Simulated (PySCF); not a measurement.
# GeH6O2Si: the cost of one run

Programs: PySCF 2.14.0, with density-fitted response routines of our own. Each step states its level of theory. These are calculated values for one molecule in the gas phase, unless marked as measured. Atoms count from 0, in the outputs and in this text.

### Step 1. The starting structure

10 atoms, charge 0, multiplicity 1; geometry from: GFN2-xTB. The atoms were then displaced at random by about 0.01 Å, so the start is not that level's minimum.

Bonds of the start (Å): O0–Si1 1.61, Si1–O2 1.64, Si1–Ge3 2.36, O0–H4 0.98, Si1–H5 1.46, O2–H6 0.97, Ge3–H7 1.50, Ge3–H8 1.48, Ge3–H9 1.49.

### Step 2. Optimising the geometry at PBE0-D3(BJ)/def2-SVP

The job: settings as JSON, then the geometry in Å.

```
{"job": {"xc": "PBE0", "basis": "def2-SVP", "d3": "d3bj", "grid": 1, "shake": 0.01, "kind": "geom"}, "charge": 0, "multiplicity": 1}
O     -1.372870    -1.081880    -0.844630
Si    -0.736390    -0.163180     0.317270
O     -1.449880     1.307720     0.197390
Ge     1.568860    -0.128580    -0.179060
H     -2.325330    -0.976250    -1.055320
H     -1.050330    -0.704150     1.638980
H     -1.098320     2.039680     0.722650
H      1.955840     0.443040    -1.507630
H      2.220980    -1.452500    -0.110870
H      2.337870     0.695190     0.800170
```

Run with:

```sh
$ OMP_NUM_THREADS=1 python probes_run.py task.json out
```

One launch serves the whole session: the jobs run in the order shown.

**Question.** How long does this first job take on 1 thread of Arm Neoverse V2, shared host, and how much memory does it need?

About 86 s, with a peak of 0.45 GiB.
